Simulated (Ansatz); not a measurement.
The system is MoI.

```xyz
2
Lattice="0.0000 3.1789 3.1789 3.1789 0.0000 3.1789 3.1789 3.1789 0.0000" Properties=species:S:1:pos:R:3 pbc="T T T"
Mo    0.0000    0.0000    0.0000
I     4.7683    4.7683    4.7683
```

The cell was built by a generator and needn't be a form met in nature.

Base run:

```yaml
Program: Ansatz 0.2.0
Functional: revPBE
Potentials_or_basis: Ansatz PAW
Cutoff: "420 eV (not typed: the program's choice for these potentials)"
k_mesh: 7 × 7 × 7
Occupations: fermi-dirac, width 0.05 eV
Spin: no spin polarisation
```

Its results: band gap on the k mesh none (metal or under the smearing width); pressure -6.2 GPa.

Question: The run is repeated on the same cell with these changes: functional from revPBE to BLYP. What comes out?

Answer: Band gap on the k mesh none (metal or under the smearing width); pressure -3.4 GPa.

Caveats: spin-orbit coupling is left out, which moves the levels of the heavy elements; an odd number of electrons without spin polarisation forces a metal; a magnetic or distorted state may lie lower; the PAW data sets come from PBE, with cores solved anew for the run's functional, which leaves a small shift of forces and pressure.
